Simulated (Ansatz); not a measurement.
# Al3Pd: the cost of one run

Method: DFT PBE, scalar-relativistic, plane waves, PAW, in Ansatz 0.2.0.

### Step 1. The starting structure

It takes space group Immm (No. 71, orthorhombic). Conventional cell: a = 4.652 Å, b = 4.958 Å, c = 5.926 Å, α = 90.00°, β = 90.00°, γ = 90.00°. Al (site symmetry mmm) has 2 Al at 1.98 Å as nearest neighbours. Al (site symmetry mm2) has 2 Al at 1.97 to 1.98 Å as nearest neighbours. Pd (site symmetry mmm) has 6 Al at 2.48 to 2.53 Å as nearest neighbours.

Coordinates:

```
Al Pd
1.0
    -2.32620    2.47902    2.96276
     2.32620   -2.47902    2.96276
     2.32620    2.47902   -2.96276
Al Pd
3 1
Direct
  0.00000 0.00000 0.00000
  0.66654 0.66654 0.00000
  0.33346 0.33346 0.00000
  0.50000 0.00000 0.50000
```

Recipe of the guess: random cell by space group and Wyckoff sites (Immm, No. 71). Its size is a rough estimate.

### Step 2. The guess as it stands, on a coarse mesh

input.yaml

```yaml
crystal:
  lattice:
    - [-2.32619665, 2.47902107, 2.96276478]
    - [2.32619665, -2.47902107, 2.96276478]
    - [2.32619665, 2.47902107, -2.96276478]
  atoms:
    - { symbol: Al, position: [0.0, 0.0, 0.0] }
    - { symbol: Al, position: [0.66654289, 0.66654289, 0.0] }
    - { symbol: Al, position: [0.33345711, 0.33345711, 0.0] }
    - { symbol: Pd, position: [0.5, 0.0, 0.5] }
basis:
  ecutwfc: 420
kpoints:
  mp_grid: { grid: [6, 6, 6] }
hamiltonian:
  xc: pbe
scf:
  occupations: { method: gaussian, width: 0.1 }
  lower_state_search: "off"
output:
  forces: true
  stress: true
  eigenvalues: true
```

The run is started by

```bash
> ansatz run input.yaml --threads 1 --pin off --max-ram 2560MiB --backend cpu --events-out ev --progress --plain --runs-dir out
```

Q: Estimate wall time and peak memory on 1 thread of Intel Xeon Platinum 8259CL at 2.50GHz (Skylake/Cascade Lake), shared host.

About 5.4 s, with a peak of 0.45 GiB.
